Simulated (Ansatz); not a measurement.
**FH9Si4: a dynamics run in two tries**

The task is a short trajectory. SMILES of the start: F[Si]([SiH3])([SiH3])[SiH3].

Method: RKS B3LYP-D4/STO-3G, in Ansatz 0.2.0.

## (1) Starting point

Bond lengths: Si1–F2 1.648 Å, Si1–Si3 2.281 Å, Si3–H4 1.479 Å, Si3–H5 1.434 Å, Si3–H6 1.461 Å, Si1–Si7 2.301 Å, Si7–H8 1.430 Å, Si7–H9 1.454 Å, Si7–H10 1.460 Å, Si1–Si11 2.272 Å, Si11–H12 1.461 Å, Si11–H13 1.421 Å, Si1–H14 0.180 Å. Angles (14 of 25 angles, heavy atoms first): F2–Si1–Si3 113.2°, F2–Si1–Si7 112.2°, F2–Si1–Si11 107.9°, Si3–Si1–Si7 104.7°, Si3–Si1–Si11 109.5°, Si7–Si1–Si11 109.3°, F2–Si1–H14 95.5°, Si3–Si1–H14 36.1°, Si7–Si1–H14 83.8°, Si11–Si1–H14 145.3°, Si1–Si3–H4 111.7°, Si1–Si3–H5 107.9°, Si1–Si3–H6 115.2°, Si1–Si7–H8 110.6°.

Coordinates:

```xyz
14

Si    0.0239   -0.1010    0.0756
F    -0.0042   -0.3418    1.7054
Si    2.1351    0.0542   -0.7743
H     2.8347   -1.2490   -0.7427
H     2.0274    0.4023   -2.1613
H     2.9874    1.0616   -0.1463
Si   -0.9939    1.8721   -0.5278
H    -2.3553    1.8893   -0.0901
H    -0.3506    3.0024    0.1226
H    -0.8909    2.0765   -1.9700
Si   -1.0619   -1.8377   -0.9067
H    -1.9121   -2.4648    0.1028
H    -1.8775   -1.4708   -2.0113
H     0.1739   -0.0010    0.0756
```

## (2) The run

Contents of input.yaml:

```yaml
crystal:
  periodic: [false, false, false]
  atoms:
    - { symbol: Si, position_ang: [0.023901, -0.101046, 0.075555] }
    - { symbol: F, position_ang: [-0.004195, -0.341792, 1.705437] }
    - { symbol: Si, position_ang: [2.13514, 0.054153, -0.774297] }
    - { symbol: H, position_ang: [2.834713, -1.248976, -0.742711] }
    - { symbol: H, position_ang: [2.027405, 0.402271, -2.161337] }
    - { symbol: H, position_ang: [2.98739, 1.061552, -0.146288] }
    - { symbol: Si, position_ang: [-0.993899, 1.872085, -0.527828] }
    - { symbol: H, position_ang: [-2.355324, 1.889256, -0.090087] }
    - { symbol: H, position_ang: [-0.350607, 3.002446, 0.122594] }
    - { symbol: H, position_ang: [-0.890905, 2.076549, -1.97004] }
    - { symbol: Si, position_ang: [-1.061883, -1.837686, -0.906749] }
    - { symbol: H, position_ang: [-1.912053, -2.464844, 0.102838] }
    - { symbol: H, position_ang: [-1.87747, -1.470759, -2.011288] }
    - { symbol: H, position_ang: [0.173901, -0.001046, 0.075555] }
basis:
  gaussian: { orbitals: STO-3G }
hamiltonian:
  xc: b3lyp
  dispersion: d4
md:
  timestep: 0.5
  n_steps: 25
  ensemble: nve
  temperature: 200.0
  initial_velocities: maxwell_boltzmann
  seed: 332981
```

Run with:

```console
ansatz run input.yaml --threads 1 --pin off --max-ram 2048MiB --backend cpu --events-out ev --progress --plain --runs-dir out
```

Q: Predict the outcome of this session. Wanted: first try.

The runs gave:

```
 quantity                                                             value
first try                                                           timeout
    cause  the last atom was put 0.18 Å from the first, almost on top of it
```

The program did not catch the first fault at the input check, so it cost a run.
